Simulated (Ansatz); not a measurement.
Predict the output of the script below (Ansatz 0.2.0 through its Python package).

`ch4albo_methods.py`:
```python
"""CH4AlBO at several levels of theory."""

from pathlib import Path

import ansatz as az
import numpy as np

GEOMETRY = """
B    -1.05690    0.67830   -0.56410
O     0.13920    1.34530   -0.06200
C     0.85340    0.26010    0.38680
Al   -0.41510   -1.05800    0.26340
H    -1.74700    0.85030   -1.57470
H     1.21860    0.44060    1.44520
H     1.76850    0.05840   -0.27450
H    -0.66860   -2.63210    0.32420
"""


def main() -> None:
    system = az.Crystal.molecule()
    for line in GEOMETRY.strip().splitlines():
        symbol, *xyz = line.split()
        system = system.atom(symbol, [float(v) for v in xyz])

    job = system.calculation().basis(gaussian="cc-pVDZ").scf(lower_state_search="off")

    print("functional    E (Ha)        dipole (D)   HOMO (eV)  LUMO (eV)")
    for name in ["revpbe", "r2scan", "cam_b3lyp", "blyp", "pbe0", "pbe"]:
        data = job.functional(name).forces().orbitals().run(threads=1, runs_dir="runs").report
        lines = Path(data["orbitals_path"]).read_text().splitlines()
        field_of = lambda key: [line.split("=")[1].strip() for line in lines if line.startswith(key)]
        orbitals = [(27.211386 * float(e), s, float(n)) for e, s, n in zip(field_of("Ene="), field_of("Spin="), field_of("Occup="))]
        homo = max(e for e, _, n in orbitals if n > 0.5)
        lumo = min(e for e, _, n in orbitals if n < 0.5)
        dipole = 4.803205 * np.linalg.norm(data["charge_distribution"]["dipole_moment_e_ang"])
        print(f"{name:10s} {data['free_energy_ev'] / 27.211386246:14.6f} {dipole:9.3f} {homo:11.3f} {lumo:10.3f}")


if __name__ == "__main__":
    main()
```

```console
$ python ch4albo_methods.py
functional    E (Ha)        dipole (D)   HOMO (eV)  LUMO (eV)
revpbe        -382.837588     1.333      -4.932     -3.014
r2scan        -382.822296     1.464      -5.187     -2.892
cam_b3lyp     -382.865695     1.596      -7.423     -1.164
blyp          -382.880771     1.328      -4.848     -2.927
pbe0          -382.653454     1.507      -6.106     -2.252
pbe           -382.617225     1.335      -4.968     -3.106
```

Caveats:
- These settings explore the input space; basis and method may be short of convergence.
- The geometry is a force-field or estimated start, not a minimum of this method, and the basis set is short of its limit. A lower total doesn't mark the better method: functionals have no common bound, and MP2 and coupled cluster aren't variational.
- Levels such as HOMO and LUMO are orbital energies: with these approximate functionals they aren't the ionisation energy and electron affinity, and their gap isn't the fundamental gap.
- For Al to Cl the sets with a tight d function, cc-pV(X+d)Z, are usual.
- The whole script took 12 s on 1 thread of Arm Neoverse V2, with other jobs on the host, peak memory 0.21 GiB.

(Lines on the test bed's own set-up are left out of the output.)
